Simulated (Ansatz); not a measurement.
# CdInS2: a trial structure relaxed

Aim: relax CdInS2 from this start, structure listed in a database for this formula (P-3m1, No. 164), and see where it ends.

Method: DFT PBE, scalar-relativistic, plane waves, PAW, in Ansatz 0.2.0.

### Step 1. The system as given

It takes space group P-3m1 (No. 164, trigonal). The conventional cell has a = 3.869 Å, b = 3.869 Å, c = 6.811 Å, α = 90.00°, β = 90.00°, γ = 120.00°. Around Cd (site symmetry -3m) lie 6 S at 2.79 Å. Around In (site symmetry -3m) lie 6 S at 2.83 Å. Around S (site symmetry 3m) lie 3 Cd at 2.79 Å and 3 In at 2.83 Å.

Structure file:

```cif
data_structure
_symmetry_space_group_name_H-M 'P 1'
_symmetry_Int_Tables_number 1
_cell_length_a 3.8695
_cell_length_b 3.8695
_cell_length_c 6.8105
_cell_angle_alpha 90.000
_cell_angle_beta 90.000
_cell_angle_gamma 120.000
_cell_volume 88.31
loop_
_atom_site_label
_atom_site_type_symbol
_atom_site_fract_x
_atom_site_fract_y
_atom_site_fract_z
_atom_site_occupancy
Cd1 Cd 0.00000 0.00000 0.00000 1
In1 In 0.00000 0.00000 0.50000 1
S1 S 0.66667 0.33333 0.75505 1
S2 S 0.33333 0.66667 0.24495 1
```

### Step 2. Probe: one point at the start

input.yaml reads:

```yaml
crystal:
  lattice:
    - [3.8694961422, 0.0, 0.0]
    - [-1.9347480711, 3.351081959, 0.0]
    - [0.0, 0.0, 6.810529]
  atoms:
    - { symbol: Cd, position: [0.0, 0.0, 0.0] }
    - { symbol: In, position: [0.0, 0.0, 0.5] }
    - { symbol: S, position: [0.66666667, 0.33333333, 0.755049] }
    - { symbol: S, position: [0.33333333, 0.66666667, 0.244951] }
basis:
  ecutwfc: 420
kpoints:
  mp_grid: { grid: [6, 6, 4] }
hamiltonian:
  xc: pbe
scf:
  occupations: { method: gaussian, width: 0.1 }
  lower_state_search: "off"
output:
  forces: true
  stress: true
  eigenvalues: true
```

The run is started by

```
$ ansatz run input.yaml --threads 1 --pin off --max-ram 2560MiB --backend cpu --events-out ev --progress --plain --runs-dir out
```

Output, shortened:

```text
Warning: RAYON_NUM_THREADS=1 ignored (pool sized by the plan → 1); use --threads N
[...]
Pseudopotentials: kind: paw
Pseudopotential: Cd, paw, valence charge 20, recommended cutoff 420 eV (normal), Cd.paw.azcp
Pseudopotential: In, paw, valence charge 13, recommended cutoff 420 eV (normal), In.paw.azcp
Pseudopotential: S, paw, valence charge 6, recommended cutoff 420 eV (normal), S.paw.azcp
Functional definition: PBE
[...]
Crystal: 4 atoms, lattice volume = 88.312 Å³
Basis set: ecut = 420 eV, 1751 PW (Γ), exchange–correlation on 54×54×96 points (8 copies of the dense FFT grid, shifted against one another)
Bands: 27, of which v1, the nominal top of the filled ones, is band 23 counted from 1 (22 counted from 0)
Symmetry: 12 space group operations
Space group: P-3m1 (ITA 164), of the structure as read, at distance tolerance 4.5e-5 Å
k-points: 24 of 144
[...]
SCF iter   1: F=—  HF=-15658.003594 eV  |F-HF|=—  |Δ(HF+E_count)|=         —  Δρ=1.63e-3  dr2=4.69e-3  ethr=1.77e-3  ⟨swp⟩=5.3  Hψ=2569  notcnv=0
[...]
SCF iter   6: F=-15658.003153 eV  HF=-15658.003153 eV  |F-HF|=1.66e-8  |Δ(HF+E_count)|=   3.55e-7  Δρ=6.06e-6  dr2=3.84e-8  ethr=2.22e-10  ⟨swp⟩=6.1  Hψ=2752  notcnv=0
[...]
SCF converged after 6 iterations
Free energy (F): -15658.003153 eV
[...]
E sigma→0 (E₀):  -15657.999442 eV
Entropy (-TS):   -0.007421 eV (-1.855 meV/atom)
Fermi energy:    9.503760 eV
[...]
--- Forces (eV/Å), atoms counted from 1 ---
  atom   1  Cd    -0.00000000     0.00000000     0.00000000
  atom   2  In     0.00000000     0.00000000     0.00000000
  atom   3  S     -0.00000000    -0.00000000     0.07621126
  atom   4  S      0.00000000     0.00000000    -0.07621126
[...]
--- Stress (GPa, compression-positive) ---
        0.137119       0.000000       0.000000
        0.000000       0.137119       0.000000
       -0.000000       0.000000       0.042155
  P = ⅓ Tr σ = 0.1055 GPa (1.055 kbar)
--- Band table (eV; the first three rows and the last of 24) ---
  k-point 0: bands = ["-93.1911", "-54.2657", "-54.2612", "-54.2612", "-5.2151", "-5.2105", "-5.2105", "-5.1434", "-5.1434", "-4.4472", "-3.5505", "0.6080", "0.6815", "0.6815", "0.8949", "0.8949", "2.6906", "6.9036", "7.4412", "7.4412", "7.6382", "7.9512", "7.9512", "11.3456", "13.9084", [...]
[...]
```

It took 4.9 s on 1 thread of Arm Neoverse V1, shared host; peak memory 0.36 GiB.

The probe gives pressure 0.1 GPa, largest force 0.08 eV/Å, gap on this mesh none (metal). The gap decides the next run's mesh: 12×12×8 points.

### Step 3. The relaxation

input.yaml, as its differences from that of step 2:

```diff
@@ -13,3 +13,3 @@
 kpoints:
-  mp_grid: { grid: [6, 6, 4] }
+  mp_grid: { grid: [12, 12, 8] }
 hamiltonian:
@@ -18,3 +18,2 @@
   occupations: { method: gaussian, width: 0.1 }
-  lower_state_search: "off"
 output:
@@ -23 +22,6 @@
   eigenvalues: true
+relax:
+  adjacent_minimum: "off"
+  f_tol: 0.01
+  max_steps: 80
+  cell: { stress_tol: 0.05 }
```

The run is started by

```
$ ansatz run input.yaml --threads 1 --pin off --max-ram 2560MiB --backend cpu --events-out ev --progress --plain --runs-dir out
```

Output, shortened:

```text
Warning: RAYON_NUM_THREADS=1 ignored (pool sized by the plan → 1); use --threads N
[...]
[... 5 set-up lines as earlier in the session ...]
[...]
Crystal: 4 atoms, lattice volume = 88.312 Å³
Basis set: ecut = 420 eV, 1751 PW (Γ), exchange–correlation on 54×54×96 points (8 copies of the dense FFT grid, shifted against one another)
Bands: 27, of which v1, the nominal top of the filled ones, is band 23 counted from 1 (22 counted from 0)
[... 2 set-up lines as earlier in the session ...]
k-points: 131 of 1152
[...]
       -0.002141       0.000000      -0.000000
        0.000000      -0.002141      -0.000000
       -0.000000      -0.000000      -0.010731
  P = ⅓ Tr σ = -0.0050 GPa (-0.050 kbar)
--- Band table (eV; the first three rows and the last of 131) ---
[... band rows left out ...]
[...]
--- Relaxed structure (4 steps of the walk, 4 accepted, 1 SCFs on fresh bases) ---
  F+E_penalty+E_count = -15658.00445098 eV   max|allowed force component| = 9.860e-4 eV/Å   (the final SCF, on the basis selected at the relaxed cell)
  cell:  # Å, volume = 88.4258 Å³
    - [3.8719572140101226, 0.0, -1.2551127141414762e-34]
    - [-1.9359786070050613, 3.353213309699187, -2.280245942531979e-33]
    - [-2.209068370606492e-34, -4.761769598862882e-33, 6.81062723539392]
  atoms:
    - { symbol: Cd, position: [-4.4600576834996447e-35, -8.920115366999289e-35, 8.236092143148846e-84] }
    - { symbol: In, position: [2.0953291130534666e-36, 4.190658226107019e-36, 0.5] }
    - { symbol: S, position: [0.6666666666666666, 0.3333333333333333, 0.7578293702024179] }
    - { symbol: S, position: [0.3333333333333333, 0.6666666666666666, 0.2421706297975822] }
```

It took 91 s on 1 thread of Arm Neoverse V1, shared host; peak memory 0.53 GiB.

The steps of the relaxation:

```csv
step,energy from step 1 (eV/cell),largest force component (eV/Å),pressure (GPa),volume (Å³)
1,0.0000,0.0806,0.02,88.31
2,-0.0014,0.0211,0.01,88.40
3,-0.0015,0.0003,0.00,88.43
4,-0.0015,0.0010,0.00,88.43
5,-0.0016,0.0010,-0.01,88.43
```

Step 1 is the start. Step 5 repeats the geometry before it on a plane-wave basis chosen anew for that cell, so its energy need not be comparable with the rows above.

|  | before | after | change |
| --- | --- | --- | --- |
| a (Å) | 3.869 | 3.872 | +0.1 % |
| b (Å) | 3.869 | 3.872 | +0.1 % |
| c (Å) | 6.811 | 6.811 | 0.0 % |
| volume (Å³/atom) | 22.08 | 22.11 | +0.1 % |
| shortest distance (Å) | 2.788 | 2.778 | -0.4 % |
| space group (0.01 Å) | P-3m1 | P-3m1 | same |

Forces and stress were held to the start's 12 operations: a distortion of lower symmetry was not tested.

### Step 4. Results

Formation energies count from the elements, computed with the same settings in runs not shown here.

```
                          quantity                                                                       value
                              cell  a = 3.872 Å, b = 3.872 Å, c = 6.811 Å, α = 90.00°, β = 90.00°, γ = 120.00°
                       space group                                                             P-3m1 (No. 164)
                            volume                                                               22.11 Å³/atom
                   gap on the mesh                                                                none (metal)
formation energy from the elements                                                              -0.396 eV/atom
```

In words: The space group stayed P-3m1, and from the first guess the volume went from 22.08 to 22.11 Å³/atom. With -0.40 eV/atom it lies under the elements, which doesn't yet make it stable against other compounds of them. The final runs have no spin polarisation, so a magnetic state may lie lower.
